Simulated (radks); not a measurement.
# Sc with its nuclear charge varied continuously

What is the energy between the elements? 21 electrons are held in [Ar] 3d1 4s2 while Z is changed in small steps.

Program: radks (a radial shooting solver on a logarithmic mesh, Libxc functionals) version 1. Level of theory: scalar-relativistic Kohn-Sham, PBE, spin-polarised, spherical densities, point nucleus; open shells are filled with parallel spins first. These are calculated values, not measurements, unless marked.

## 1. What is computed

```
element       : scandium (Z = 21)
charge        : 0
electrons     : 21
configuration : [Ar] 3d1 4s2
```

The outer shells:

Sc
```
[Ar] core
3d [↑ ][  ][  ][  ][  ]
4s [↑↓]
```

In the logs a row gives level, spin channel, occupation and eigenvalue; Etot, Ekin, Encl (electron-nucleus), Eh (Hartree) and Exc are energies, all in hartree; err is the last residual, it the number of iterations.

## 2. Z = 21

Settings of this run:

```text
Z 21
configuration [Ar] 3d1 4s2
relativity scalar-relativistic
functional pbe,pbe
spin polarised
nucleus point
c 137.035999084
```

Log:

```text
1s      1   1.0000        -161.59355268
2s      1   1.0000         -17.43160670
2p      1   3.0000         -14.26780437
3s      1   1.0000          -2.03390304
3p      1   3.0000          -1.24711811
3d      1   1.0000          -0.12905337
4s      1   1.0000          -0.15803060
1s      2   1.0000        -161.59377182
2s      2   1.0000         -17.42403116
2p      2   3.0000         -14.26193157
3s      2   1.0000          -2.00526600
3p      2   3.0000          -1.21840042
3d      2   0.0000          -0.10442228
4s      2   1.0000          -0.14807192
Etot -764.0625794686177
Ekin 769.8676432408984
Encl -1815.065388394544
Eh 320.0173769158296
Exc -38.882211230801715
err 8.440413107886832e-10
it 14
```

Highest occupied level: 3d up at -3.512 eV.

Sizes of the orbitals, from the radial functions (bohr):

```tsv
level	occupation	energy (eV)	<r>	outermost maximum (interpolated)	90 % within	nodes
3s up	1	-55.345	1.075	0.927	1.61	2
3s down	1	-54.566	1.075	0.927	1.61	2
3p up	3	-33.936	1.169	0.969	1.80	1
3p down	3	-33.154	1.169	0.968	1.80	1
4s up	1	-4.300	3.686	3.09	5.54	3
4s down	1	-4.029	3.769	3.16	5.67	3
3d up	1	-3.512	1.839	1.10	3.32	0
3d down	0	-2.841	1.921	1.10	3.52	0
```

The radial density on a logarithmic grid:

```tsv
r (bohr)	4πr²ρ (e/bohr)
0.00274	0.5613
0.00413	1.186
0.00620	2.434
0.00933	4.782
0.0140	8.795
0.0211	14.66
0.0317	21.15
0.0477	24.80
0.0717	22.54
0.108	18.42
0.162	21.53
0.242	26.34
0.364	17.96
0.547	7.429
0.823	8.604
1.24	6.958
1.86	2.198
2.80	0.8975
4.21	0.5114
6.33	0.1015
9.52	0.004675
```

## 3. Z = 20.8

Changes since step 2:

```diff
@@ -1,2 +1,2 @@
-Z 21
+Z 20.8
 configuration [Ar] 3d1 4s2
```

Log:

```text
1s      1   1.0000        -158.16340178
2s      1   1.0000         -16.90973256
2p      1   3.0000         -13.79422662
3s      1   1.0000          -1.90603736
3p      1   3.0000          -1.13787564
3d      1   1.0000          -0.06000055
4s      1   1.0000          -0.11370351
1s      2   1.0000        -158.16362556
2s      2   1.0000         -16.90319468
2p      2   3.0000         -13.78916362
3s      2   1.0000          -1.88014064
3p      2   3.0000          -1.11172145
3d      2   0.0000          -0.03799236
4s      2   1.0000          -0.10351487
Etot -746.8746944718041
Ekin 752.4231458650543
Encl -1775.4224301933464
Eh 314.46838936172486
Exc -38.3437995052368
err 9.906251682773944e-10
it 14
```

Energy against step 2 (Z = 21): +467.706 eV. 3d up is the highest filled level (-1.633 eV).

## 4. Z = 21.2

Changes since step 3:

```diff
@@ -1,2 +1,2 @@
-Z 20.8
+Z 21.2
 configuration [Ar] 3d1 4s2
```

Log:

```text
1s      1   1.0000        -165.06962103
2s      1   1.0000         -17.96911277
2p      1   3.0000         -14.75670350
3s      1   1.0000          -2.17130035
3p      1   3.0000          -1.36560134
3d      1   1.0000          -0.20769560
4s      1   1.0000          -0.20711198
1s      2   1.0000        -165.06983225
2s      2   1.0000         -17.96054687
2p      2   3.0000         -14.75005965
3s      2   1.0000          -2.14030338
3p      2   3.0000          -1.33470175
3d      2   0.0000          -0.18084558
4s      2   1.0000          -0.19730209
Etot -781.4653308232621
Ekin 787.5358457497027
Encl -1855.0543178569899
Eh 325.4697107499187
Exc -39.416569465893666
err 1.508079504563065e-09
it 13
```

E − E(step 2, Z = 21) = -473.553 eV. Highest occupied level: 4s down at -5.369 eV.

## 5. Z = 21.4

Changes since step 4:

```diff
@@ -1,2 +1,2 @@
-Z 21.2
+Z 21.4
 configuration [Ar] 3d1 4s2
```

Log:

```text
1s      1   1.0000        -168.59027584
2s      1   1.0000         -18.52076545
2p      1   3.0000         -15.25944741
3s      1   1.0000          -2.31680464
3p      1   3.0000          -1.49196033
3d      1   1.0000          -0.29465172
4s      1   1.0000          -0.26043618
1s      2   1.0000        -168.59047746
2s      2   1.0000         -18.51123984
2p      2   3.0000         -15.25205870
3s      2   1.0000          -2.28371651
3p      2   3.0000          -1.45913870
3d      2   0.0000          -0.26583499
4s      2   1.0000          -0.25070713
Etot -799.0823096495537
Ekin 805.4271780120861
Encl -1895.4148909950904
Eh 330.853491221927
Exc -39.948087888476536
err 1.0547500557561664e-09
it 13
```

Energy against step 2 (Z = 21): -952.935 eV. The top filled level is 4s down, -6.822 eV.

## 6. Z = 21.6

Changes since step 5:

```diff
@@ -1,2 +1,2 @@
-Z 21.4
+Z 21.6
 configuration [Ar] 3d1 4s2
```

Log:

```text
1s      1   1.0000        -172.15474349
2s      1   1.0000         -19.08568703
2p      1   3.0000         -15.77516266
3s      1   1.0000          -2.46957128
3p      1   3.0000          -1.62538770
3d      1   1.0000          -0.38911291
4s      1   1.0000          -0.31768568
1s      2   1.0000        -172.15493478
2s      2   1.0000         -19.07522274
2p      2   3.0000         -15.76704793
3s      2   1.0000          -2.43459348
3p      2   3.0000          -1.59083210
3d      2   0.0000          -0.35849930
4s      2   1.0000          -0.30798497
Etot -816.9130784102236
Ekin 823.5413160137136
Encl -1936.162240864222
Eh 336.18532809496446
Exc -40.477481654679764
err 4.250718308069341e-09
it 13
```

Energy against step 2 (Z = 21): -1438.1 eV. The top filled level is 4s down, -8.381 eV.

## 7. Z = 21.8

Changes since step 6:

```diff
@@ -1,2 +1,2 @@
-Z 21.6
+Z 21.8
 configuration [Ar] 3d1 4s2
```

Log:

```text
1s      1   1.0000        -175.76252810
2s      1   1.0000         -19.66330378
2p      1   3.0000         -16.30327738
3s      1   1.0000          -2.62904618
3p      1   3.0000          -1.76535438
3d      1   1.0000          -0.49052032
4s      1   1.0000          -0.37863847
1s      2   1.0000        -175.76270881
2s      2   1.0000         -19.65191569
2p      2   3.0000         -16.29445067
3s      2   1.0000          -2.59233584
3p      2   3.0000          -1.72920684
3d      2   0.0000          -0.45823014
4s      2   1.0000          -0.36892580
Etot -834.9573249408028
Ekin 841.8780869170142
Encl -1977.3062962313916
Eh 341.4761039695313
Exc -41.00521959595663
err 2.9721221624328244e-10
it 14
```

Energy against step 2 (Z = 21): -1929.1 eV. Highest occupied level: 4s down at -10.039 eV.

## 8. Z = 22

Changes since step 7:

```diff
@@ -1,2 +1,2 @@
-Z 21.8
+Z 22
 configuration [Ar] 3d1 4s2
```

Log:

```text
1s      1   1.0000        -179.41329221
2s      1   1.0000         -20.25321587
2p      1   3.0000         -16.84339214
3s      1   1.0000          -2.79484177
3p      1   3.0000          -1.91149047
3d      1   1.0000          -0.59846683
4s      1   1.0000          -0.44312902
1s      2   1.0000        -179.41346240
2s      2   1.0000         -20.24091478
2p      2   3.0000         -16.83386422
3s      2   1.0000          -2.75652507
3p      2   3.0000          -1.87386175
3d      2   0.0000          -0.56458876
4s      2   1.0000          -0.43337307
Etot -853.2148219637168
Ekin 860.4374183339298
Encl -2018.854037686663
Eh 346.7334274189569
Exc -41.53163002994041
err 2.303887004570138e-10
it 14
```

E − E(step 2, Z = 21) = -2426.0 eV. 4s down is the highest filled level (-11.793 eV).

## 9. All runs together

```tsv
Z	E (hartree)	E(electron-nucleus)/Z (hartree)	highest level	its energy (eV)	<r> (bohr)
20.8	-746.87469	-85.3568	3d up	-1.633	2.054
21	-764.06258	-86.4317	3d up	-3.512	1.839
21.2	-781.46533	-87.5026	4s down	-5.369	3.583
21.4	-799.08231	-88.5708	4s down	-6.822	3.418
21.6	-816.91308	-89.6371	4s down	-8.381	3.272
21.8	-834.95732	-90.7021	4s down	-10.039	3.141
22	-853.21482	-91.7661	4s down	-11.793	3.024
```

What this shows: At Z = 21 the central difference of E is -86.477 hartree, against -86.432 from the Hellmann-Feynman theorem; the scalar-relativistic energy here is not variational, so the two differ by a part that grows with Z. The top level goes from -1.633 eV at Z = 20.8 to -11.793 eV at Z = 22. Between Z = 21 and 21.2 the top level changes from 3d up to 4s down, so the curve of the top level has a kink there, while E(Z) stays smooth.
